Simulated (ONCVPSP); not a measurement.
# Cu, ONCV: a sweep of the scale of all radii, part 2 of 2

One potential is built and tested. Then the scale of all radii is changed, to learn what it costs or gains.

ONCVPSP 4.0.1; first potential PBE, scalar-relativistic. The steps go on from the part before.

## Step 6: Now with scale of all radii = 0.78

The input, Cu.dat:

```
# ATOM AND REFERENCE CONFIGURATION
# atsym  z   nc   nv     iexc    psfile
  Cu 29.00    3    4        4      upf
#
#   n    l    f
    1    0    2.00
    2    0    2.00
    2    1    6.00
    3    0    2.00
    3    1    6.00
    3    2   10.00
    4    0    0.50
#
# PSEUDOPOTENTIAL AND OPTIMIZATION
# lmax
    2
#
#   l,   rc,      ep,       ncon, nbas, qcut
    0    0.94    0.00    4    7    9.20
    1    0.66    0.00    4    8   19.80
    2    1.02    0.00    3    7   14.10
#
# LOCAL POTENTIAL
# lloc, lpopt,  rc(5),   dvloc0
    4    4    0.54    3.00
#
# VANDERBILT-KLEINMAN-BYLANDER PROJECTORs
# l, nproj, debl
    0    2    3.90
    1    1    3.50
    2    2    2.10
#
# MODEL CORE CHARGE
# icmod, fcfact, rcfact
    3    5.25    1.70
#
# LOG DERIVATIVE ANALYSIS
# epsh1, epsh2, depsh
   -6.00    5.00    0.04
#
# OUTPUT GRID
# rlmax, drl
    6.00    0.01
#
# TEST CONFIGURATIONS
# ncnf
    4
# nvcnf
#   n    l    f
    4
    3    0    2.00
    3    1    6.00
    3    2   10.00
    4    0    1.00
#
    4
    3    0    2.00
    3    1    6.00
    3    2   10.00
    4    0    0.00
#
    4
    3    0    2.00
    3    1    6.00
    3    2    9.00
    4    0    0.00
#
    4
    3    0    2.00
    3    1    6.00
    3    2    9.00
    4    0    2.00
#
```

Launch:

```bash
$ oncvpsp.x < Cu.dat > Cu.out
```

Output in Cu.out (without the consistency checks and plot data):

```text
ONCVPSP  (Optimized Norm-Conservinng Vanderbilt PSeudopotential)
scalar-relativistic version 4.0.1

[... all-electron levels as in step 2 ...]

Begin loop to  construct optimized pseudo wave functions
and semi-local pseudopoentials for all angular momenta

Calculating optimized projector #   1

 for l=   0

    Fraction of norm inside rc  0.822167
    Optimizing pswf for qcut=   9.18 a_B^-1,  ecut=  42.12 Ha
    Residual kinetic energy error=  3.11D-03 Ha

    Energy error per electron        Cutoff
         Ha          eV             Ha
         0.01000     0.27211       35.53
         0.00100     0.02721       86.92
         0.00010     0.00272      139.56
         0.00001     0.00027      199.77

Calculating optimized projector #   2

 for l=   0

    Fraction of norm inside rc  0.025376
    Optimizing pswf for qcut=   9.18 a_B^-1,  ecut=  42.12 Ha
    Residual kinetic energy error=  4.57D-04 Ha

    Energy error per electron        Cutoff
         Ha          eV             Ha
         0.01000     0.27211       20.76
         0.00100     0.02721       37.84
         0.00010     0.00272       70.49
         0.00001     0.00027      138.60

Calculating optimized projector #   1

 for l=   1

    Fraction of norm inside rc  0.432056
    Optimizing pswf for qcut=  19.82 a_B^-1,  ecut= 196.33 Ha
    Residual kinetic energy error=  2.74D-07 Ha

    Energy error per electron        Cutoff
         Ha          eV             Ha
         0.01000     0.27211       72.09
         0.00100     0.02721      105.26
         0.00010     0.00272      128.30
         0.00001     0.00027      147.62

   Wellstate for l =  2  n =  5
     eigenvalue =   1.7644
     asymptotic potential =   2.2644
     half-point radius =  3.6189

Calculating optimized projector #   1

 for l=   2

    Fraction of norm inside rc  0.612469
    Optimizing pswf for qcut=  14.11 a_B^-1,  ecut=  99.57 Ha
    Residual kinetic energy error=  1.42D-05 Ha

    Energy error per electron        Cutoff
         Ha          eV             Ha
         0.01000     0.27211       69.26
         0.00100     0.02721       81.38
         0.00010     0.00272       91.02
         0.00001     0.00027      118.09

Calculating optimized projector #   2

 for l=   2

    Fraction of norm inside rc  0.051782
    Optimizing pswf for qcut=  14.11 a_B^-1,  ecut=  99.57 Ha
    Residual kinetic energy error=  6.87D-06 Ha

    Energy error per electron        Cutoff
         Ha          eV             Ha
         0.01000     0.27211       60.88
         0.00100     0.02721       76.64
         0.00010     0.00272       88.32
         0.00001     0.00027       97.76

Construct Vanderbilt / Kleinmman-Bylander projectors

B matrix Hermiticity error, ll=   0
   1   2    4.8053E-04

  Orthonormal projector coefficients  2.7520E+01  5.7389E+00

B matrix Hermiticity error, ll=   2
   1   2   -2.1786E-04

  Orthonormal projector coefficients -7.9960E+00 -3.4331E+00

Model core correction analysis
  based on d2Exc/dn_idn_j

d2excae - all-electron derivatives

   -4.329577D-02   -4.005227D-02   -2.772794D-02   -1.825044D-03
   -4.005245D-02   -3.839134D-02   -2.740926D-02   -2.241321D-03
   -2.772829D-02   -2.740947D-02   -2.498039D-02   -8.510068D-03
   -1.824774D-03   -2.240702D-03   -8.508478D-03   -4.048504D-02

d2excps - pseudofunction derivatives with no core correction

   -4.685019D-02   -4.058197D-02   -3.006448D-02   -2.140754D-03
   -4.058255D-02   -3.902225D-02   -3.015546D-02   -2.299025D-03
   -3.006518D-02   -3.015563D-02   -2.633704D-02   -8.579345D-03
   -2.140164D-03   -2.298405D-03   -8.577757D-03   -4.051143D-02

rms 2nd derivative error    1.613490E-03

rmatch, rhocmatch    0.3542   73.7013

Teter function model core charge with specified parameters

d2excps - pseudofunction derivatives with core correction

   -3.584563D-02   -3.481851D-02   -2.661980D-02   -1.478090D-03
   -3.481852D-02   -3.461955D-02   -2.720635D-02   -1.963786D-03
   -2.661994D-02   -2.720647D-02   -2.428457D-02   -8.381556D-03
   -1.477797D-03   -1.963155D-03   -8.379965D-03   -4.047177D-02

rms 2nd derivative error    2.828076E-03

Pseudoatom total energy -196.061925

Diagnostic tests using Vanderbilt-Kleinman-Bylander pseudopotentials
  1 or more projectors used as specified by nproj input data

   l    rcore       rmatch      e in        delta e   norm test  slope test

   0   0.9446890   0.9733718  -4.3652712  -0.0000248   1.0002311   1.0002492
   0   0.9446890   0.9733718  -0.2975929   0.0000104   1.0001086   1.0000954

   1   0.6637553   0.6839083  -2.8018009  -0.0001021   1.0000026   1.0001547

   2   1.0210866   1.0520890  -0.3355582  -0.0000745   1.0001055   0.9999922
   2   1.0210866   1.0520890   1.7644418  -0.0000083   1.0003753   1.0003753

 Testing for bound ghosts
   n   l    E NL Schr. Eq   E Basis Diag.   E Cutoff

   1   0       -4.365296       -4.365168    211.60
   2   0       -0.297582        0.239116    211.60

   2   1       -2.801903       -2.772661    501.90

   3   2       -0.335633       -0.314037    247.29

 Testing for highly-localized positive-energy ghosts
       l    <radius>/rc     E Basis Diag.   E Cutoff

Test configuration 0

   n   l     f        eae           eps        diff
   1   0  2.0000 -325.42463590
   2   0  2.0000  -39.19106666
   2   1  6.0000  -33.84449351
   3   0  2.0000   -4.36527124   -4.36529604   -2.48D-05
   3   1  6.0000   -2.80180085   -2.80190298   -1.02D-04
   3   2 10.0000   -0.33555824   -0.33563270   -7.45D-05
   4   0  0.5000   -0.29759291   -0.29758247    1.04D-05

    Total energies and differences
      AE_ref= -1.65473295D+03  AE_tst= -1.65473295D+03  dif=  0.00D+00
      PS_ref= -1.96061925D+02  PS_tst= -1.96061925D+02  dif=  2.84D-14
      PSP excitation error= -2.84D-14

Test configuration 1

   n   l     f        eae           eps        diff
   1   0  2.0000 -325.27451999
   2   0  2.0000  -39.04522397
   2   1  6.0000  -33.69828223
   3   0  2.0000   -4.21529237   -4.21545857   -1.66D-04
   3   1  6.0000   -2.65123870   -2.65151352   -2.75D-04
   3   2 10.0000   -0.18516466   -0.18521791   -5.32D-05
   4   0  1.0000   -0.16941097   -0.16943122   -2.02D-05

    Total energies and differences
      AE_ref= -1.65473295D+03  AE_tst= -1.65484922D+03  dif= -1.16D-01
      PS_ref= -1.96061925D+02  PS_tst= -1.96178164D+02  dif= -1.16D-01
      PSP excitation error= -3.71D-05

Test configuration 2

   n   l     f        eae           eps        diff
   1   0  2.0000 -325.59186900
   2   0  2.0000  -39.35290449
   2   1  6.0000  -34.00678728
   3   0  2.0000   -4.53200588   -4.53186243    1.43D-04
   3   1  6.0000   -2.96913099   -2.96902014    1.11D-04
   3   2 10.0000   -0.50194273   -0.50204084   -9.81D-05

    Total energies and differences
      AE_ref= -1.65473295D+03  AE_tst= -1.65454971D+03  dif=  1.83D-01
      PS_ref= -1.96061925D+02  PS_tst= -1.95878692D+02  dif=  1.83D-01
      PSP excitation error=  4.90D-06

Test configuration 3

   n   l     f        eae           eps        diff
   1   0  2.0000 -326.21755518
   2   0  2.0000  -39.99094519
   2   1  6.0000  -34.64342349
   3   0  2.0000   -5.15541721   -5.15560293   -1.86D-04
   3   1  6.0000   -3.58743895   -3.58778577   -3.47D-04
   3   2  9.0000   -1.08881248   -1.08885671   -4.42D-05

    Total energies and differences
      AE_ref= -1.65473295D+03  AE_tst= -1.65376575D+03  dif=  9.67D-01
      PS_ref= -1.96061925D+02  PS_tst= -1.95094574D+02  dif=  9.67D-01
      PSP excitation error= -1.58D-04

Test configuration 4

   n   l     f        eae           eps        diff
   1   0  2.0000 -325.46576020
   2   0  2.0000  -39.25781283
   2   1  6.0000  -33.90875409
   3   0  2.0000   -4.40982368   -4.41017267   -3.49D-04
   3   1  6.0000   -2.84098750   -2.84174866   -7.61D-04
   3   2  9.0000   -0.34980146   -0.34953426    2.67D-04
   4   0  2.0000   -0.21359831   -0.21370044   -1.02D-04

    Total energies and differences
      AE_ref= -1.65473295D+03  AE_tst= -1.65477676D+03  dif= -4.38D-02
      PS_ref= -1.96061925D+02  PS_tst= -1.96105881D+02  dif= -4.40D-02
      PSP excitation error=  1.47D-04
```

Wall time 3.8 s (1 thread, shared host).

Excitation and ionisation energies from 3s2 3p6 3d10 4s0.5, with the error of the potential.

| valence configuration | charge | ΔE all-electron (eV) | error AE − PS (meV) |
| --- | --- | --- | --- |
| 3s2 3p6 3d10 4s1 | 0 | -3.164 | -1.0 |
| 3s2 3p6 3d10 4s0 | +1 | 4.986 | +0.1 |
| 3s2 3p6 3d9 4s0 | +2 | 26.319 | -4.3 |
| 3s2 3p6 3d9 4s2 | 0 | -1.192 | +4.0 |

Against the first potential, the loose cutoff goes from 96 Ha to 105 Ha, the largest test error goes from +14 to -4.3 meV and there is no bound ghost.

## Step 7: Variant: scale of all radii = 1.13

Cu.dat, as its differences from that of step 6:

```diff
@@ -18,5 +18,5 @@
 #   l,   rc,      ep,       ncon, nbas, qcut
-    0    0.94    0.00    4    7    9.20
-    1    0.66    0.00    4    8   19.80
-    2    1.02    0.00    3    7   14.10
+    0    1.36    0.00    4    7    9.20
+    1    0.96    0.00    4    8   19.80
+    2    1.46    0.00    3    7   14.10
 #
@@ -24,3 +24,3 @@
 # lloc, lpopt,  rc(5),   dvloc0
-    4    4    0.54    3.00
+    4    4    0.78    3.00
 #
```

Launch:

```bash
$ oncvpsp.x < Cu.dat > Cu.out
```

The output, Cu.out (without the consistency checks and plot data):

```text
ONCVPSP  (Optimized Norm-Conservinng Vanderbilt PSeudopotential)
scalar-relativistic version 4.0.1

[... all-electron levels as in step 2 ...]

Begin loop to  construct optimized pseudo wave functions
and semi-local pseudopoentials for all angular momenta

Calculating optimized projector #   1

 for l=   0

    Fraction of norm inside rc  0.976559
    Optimizing pswf for qcut=   9.20 a_B^-1,  ecut=  42.36 Ha
    Residual kinetic energy error=  6.37D-07 Ha

    Energy error per electron        Cutoff
         Ha          eV             Ha
         0.01000     0.27211       12.72
         0.00100     0.02721       16.43
         0.00010     0.00272       29.76
         0.00001     0.00027       36.16

Calculating optimized projector #   2

 for l=   0

    Fraction of norm inside rc  0.057764
    Optimizing pswf for qcut=   9.20 a_B^-1,  ecut=  42.36 Ha
    Residual kinetic energy error=  2.60D-06 Ha

    Energy error per electron        Cutoff
         Ha          eV             Ha
         0.01000     0.27211        8.93
         0.00100     0.02721       13.84
         0.00010     0.00272       30.91
         0.00001     0.00027       38.28

Calculating optimized projector #   1

 for l=   1

    Fraction of norm inside rc  0.784687
    Optimizing pswf for qcut=  19.82 a_B^-1,  ecut= 196.34 Ha
    Residual kinetic energy error=  1.25D-08 Ha

    Energy error per electron        Cutoff
         Ha          eV             Ha
         0.01000     0.27211       69.77
         0.00100     0.02721      104.62
         0.00010     0.00272      130.22
         0.00001     0.00027      150.36

   Wellstate for l =  2  n =  5
     eigenvalue =   1.7644
     asymptotic potential =   2.2644
     half-point radius =  3.6458

Calculating optimized projector #   1

 for l=   2

    Fraction of norm inside rc  0.809456
    Optimizing pswf for qcut=  14.10 a_B^-1,  ecut=  99.36 Ha
    Residual kinetic energy error=  8.83D-07 Ha

    Energy error per electron        Cutoff
         Ha          eV             Ha
         0.01000     0.27211       49.93
         0.00100     0.02721       60.09
         0.00010     0.00272       68.63
         0.00001     0.00027       76.24

Calculating optimized projector #   2

 for l=   2

    Fraction of norm inside rc  0.078832
    Optimizing pswf for qcut=  14.10 a_B^-1,  ecut=  99.36 Ha
    Residual kinetic energy error=  2.81D-09 Ha

    Energy error per electron        Cutoff
         Ha          eV             Ha
         0.01000     0.27211       46.82
         0.00100     0.02721       59.46
         0.00010     0.00272       69.82
         0.00001     0.00027       78.64

Construct Vanderbilt / Kleinmman-Bylander projectors

B matrix Hermiticity error, ll=   0
   1   2    4.5007E-04

  Orthonormal projector coefficients  8.2688E+00  2.2727E+00

B matrix Hermiticity error, ll=   2
   1   2   -1.9864E-04

  Orthonormal projector coefficients -9.7235E+00 -2.7109E+00

Model core correction analysis
  based on d2Exc/dn_idn_j

d2excae - all-electron derivatives

   -4.329577D-02   -4.005227D-02   -2.772794D-02   -1.825044D-03
   -4.005245D-02   -3.839134D-02   -2.740926D-02   -2.241321D-03
   -2.772829D-02   -2.740947D-02   -2.498039D-02   -8.510068D-03
   -1.824774D-03   -2.240702D-03   -8.508478D-03   -4.048504D-02

d2excps - pseudofunction derivatives with no core correction

   -6.005181D-02   -4.113222D-02   -2.739632D-02   -2.990094D-03
   -4.113466D-02   -3.965841D-02   -2.930919D-02   -2.340417D-03
   -2.739696D-02   -2.930937D-02   -2.602932D-02   -8.354950D-03
   -2.990791D-03   -2.339805D-03   -8.353358D-03   -4.054541D-02

rms 2nd derivative error    4.301423E-03

rmatch, rhocmatch    0.3606   65.9437

Teter function model core charge with specified parameters

d2excps - pseudofunction derivatives with core correction

   -3.525767D-02   -3.312360D-02   -2.453410D-02   -1.607299D-03
   -3.312353D-02   -3.432507D-02   -2.699780D-02   -1.924376D-03
   -2.453411D-02   -2.699788D-02   -2.502985D-02   -8.205524D-03
   -1.607008D-03   -1.923745D-03   -8.203931D-03   -4.046807D-02

rms 2nd derivative error    3.521257E-03

Pseudoatom total energy -193.654425

Diagnostic tests using Vanderbilt-Kleinman-Bylander pseudopotentials
  1 or more projectors used as specified by nproj input data

   l    rcore       rmatch      e in        delta e   norm test  slope test

   0   1.3607103   1.4020244  -4.3652712   0.0000075   1.0002463   1.0002177
   0   1.3607103   1.4020244  -0.2975929   0.0000036   1.0000315   1.0000238

   1   0.9617956   0.9909978  -2.8018009  -0.0000399   0.9999892   1.0000226

   2   1.4619800   1.5063689  -0.3355582  -0.0000027   1.0001212   1.0001287
   2   1.4619800   1.5063689   1.7644418   0.0000394   1.0002081   1.0002081

 Testing for bound ghosts
   n   l    E NL Schr. Eq   E Basis Diag.   E Cutoff

   1   0       -4.365264       -4.365254    103.02
   2   0       -0.297589       -0.197130    103.02

   2   1       -2.801841       -2.801274    240.74

   3   2       -0.335561       -0.332940    120.88

 Testing for highly-localized positive-energy ghosts
       l    <radius>/rc     E Basis Diag.   E Cutoff

Test configuration 0

   n   l     f        eae           eps        diff
   1   0  2.0000 -325.42463590
   2   0  2.0000  -39.19106666
   2   1  6.0000  -33.84449351
   3   0  2.0000   -4.36527124   -4.36526373    7.51D-06
   3   1  6.0000   -2.80180085   -2.80184075   -3.99D-05
   3   2 10.0000   -0.33555824   -0.33556089   -2.65D-06
   4   0  0.5000   -0.29759291   -0.29758930    3.61D-06

    Total energies and differences
      AE_ref= -1.65473295D+03  AE_tst= -1.65473295D+03  dif=  0.00D+00
      PS_ref= -1.93654425D+02  PS_tst= -1.93654425D+02  dif= -7.42D-12
      PSP excitation error=  7.42D-12

Test configuration 1

   n   l     f        eae           eps        diff
   1   0  2.0000 -325.27451999
   2   0  2.0000  -39.04522397
   2   1  6.0000  -33.69828223
   3   0  2.0000   -4.21529237   -4.21534019   -4.78D-05
   3   1  6.0000   -2.65123870   -2.65151359   -2.75D-04
   3   2 10.0000   -0.18516466   -0.18509946    6.52D-05
   4   0  1.0000   -0.16941097   -0.16949319   -8.22D-05

    Total energies and differences
      AE_ref= -1.65473295D+03  AE_tst= -1.65484922D+03  dif= -1.16D-01
      PS_ref= -1.93654425D+02  PS_tst= -1.93770672D+02  dif= -1.16D-01
      PSP excitation error= -2.80D-05

Test configuration 2

   n   l     f        eae           eps        diff
   1   0  2.0000 -325.59186900
   2   0  2.0000  -39.35290449
   2   1  6.0000  -34.00678728
   3   0  2.0000   -4.53200588   -4.53199223    1.37D-05
   3   1  6.0000   -2.96913099   -2.96891252    2.18D-04
   3   2 10.0000   -0.50194273   -0.50203913   -9.64D-05

    Total energies and differences
      AE_ref= -1.65473295D+03  AE_tst= -1.65454971D+03  dif=  1.83D-01
      PS_ref= -1.93654425D+02  PS_tst= -1.93471210D+02  dif=  1.83D-01
      PSP excitation error=  2.24D-05

Test configuration 3

   n   l     f        eae           eps        diff
   1   0  2.0000 -326.21755518
   2   0  2.0000  -39.99094519
   2   1  6.0000  -34.64342349
   3   0  2.0000   -5.15541721   -5.15534601    7.12D-05
   3   1  6.0000   -3.58743895   -3.58743647    2.48D-06
   3   2  9.0000   -1.08881248   -1.08805866    7.54D-04

    Total energies and differences
      AE_ref= -1.65473295D+03  AE_tst= -1.65376575D+03  dif=  9.67D-01
      PS_ref= -1.93654425D+02  PS_tst= -1.92687336D+02  dif=  9.67D-01
      PSP excitation error=  1.04D-04

Test configuration 4

   n   l     f        eae           eps        diff
   1   0  2.0000 -325.46576020
   2   0  2.0000  -39.25781283
   2   1  6.0000  -33.90875409
   3   0  2.0000   -4.40982368   -4.40854463    1.28D-03
   3   1  6.0000   -2.84098750   -2.84102323   -3.57D-05
   3   2  9.0000   -0.34980146   -0.34824355    1.56D-03
   4   0  2.0000   -0.21359831   -0.21389950   -3.01D-04

    Total energies and differences
      AE_ref= -1.65473295D+03  AE_tst= -1.65477676D+03  dif= -4.38D-02
      PS_ref= -1.93654425D+02  PS_tst= -1.93699090D+02  dif= -4.47D-02
      PSP excitation error=  8.56D-04
```

It took 3.6 s on 1 thread, shared host.

The tests as a table, with energies relative to 3s2 3p6 3d10 4s0.5.

| valence configuration | charge | ΔE all-electron (eV) | error AE − PS (meV) |
| --- | --- | --- | --- |
| 3s2 3p6 3d10 4s1 | 0 | -3.164 | -0.8 |
| 3s2 3p6 3d10 4s0 | +1 | 4.986 | +0.6 |
| 3s2 3p6 3d9 4s0 | +2 | 26.319 | +2.8 |
| 3s2 3p6 3d9 4s2 | 0 | -1.192 | +23 |

Against the first potential, the loose cutoff goes from 96 Ha to 105 Ha, the largest test error goes from +14 to +23 meV and there is no bound ghost.

## Step 8: Comparison

The summary covers parts 1 to 2.

Cutoffs, loose and tight: the cutoffs (Ha) at which the residual kinetic energy of the hardest occupied pseudo-wave falls to 1 and 0.1 mHa per electron; empty and scattering waves don't count. The number of plane waves in a given cell goes as the cutoff to the power 3/2; it is given for the loose cutoff, relative to the first potential. Test errors are all-electron less pseudo. The phase difference is the largest within 0.5 Ha of zero, over the channels with partial waves. A dash means not determined. The table holds 8 more runs of the series, not printed above.

```csv
scale of all radii,outcome,"cutoff, loose","cutoff, tight","plane waves, relative",bound ghosts,largest test error (meV),phase difference near zero (rad)
0.78,generated,105 Ha,140 Ha,1.15,none,-4.3,0.003
0.84,generated,110 Ha,136 Ha,1.23,none,+6.3,0.002
0.9,generated,108 Ha,133 Ha,1.20,none,+9.7,0.002
0.97,generated,100 Ha,125 Ha,1.07,none,+12,0.002
1 (first),generated,96 Ha,120 Ha,1.00,none,+14,0.002
1.03,generated,93 Ha,117 Ha,0.95,none,+16,0.001
1.06,generated,93 Ha,118 Ha,0.95,none,+18,0.010
1.13,generated,105 Ha,130 Ha,1.14,none,+23,0.002
1.19,"failed: ERROR pspot: first pseudo wave function has node, program will stop",–,–,–,–,–,–
1.25,"failed: ERROR pspot: first pseudo wave function has node, program will stop",–,–,–,–,–,–
1.33,"failed: ERROR pspot: first pseudo wave function has node, program will stop",–,–,–,–,–,–
```

**Reading.** The loose cutoff shows no steady trend; it lies between 93 Ha and 110 Ha. As the scale of all radii grows from 0.78 to 1.13, the largest test error rises from 4.3 meV to 23 meV. Generation fails at 1.19, 1.25, 1.33.

The first potential by itself. The worst unpolarised test, 3s2 3p6 3d9 4s2, is off by 14 meV on 1.2 eV; by total energies transferability rates as good. It counts as very hard, with 96 Ha needed at the looser tolerance. At the looser tolerance the 3p wave is the slowest; 3d needs 69 Ha. No bound ghost shows below the valence levels.
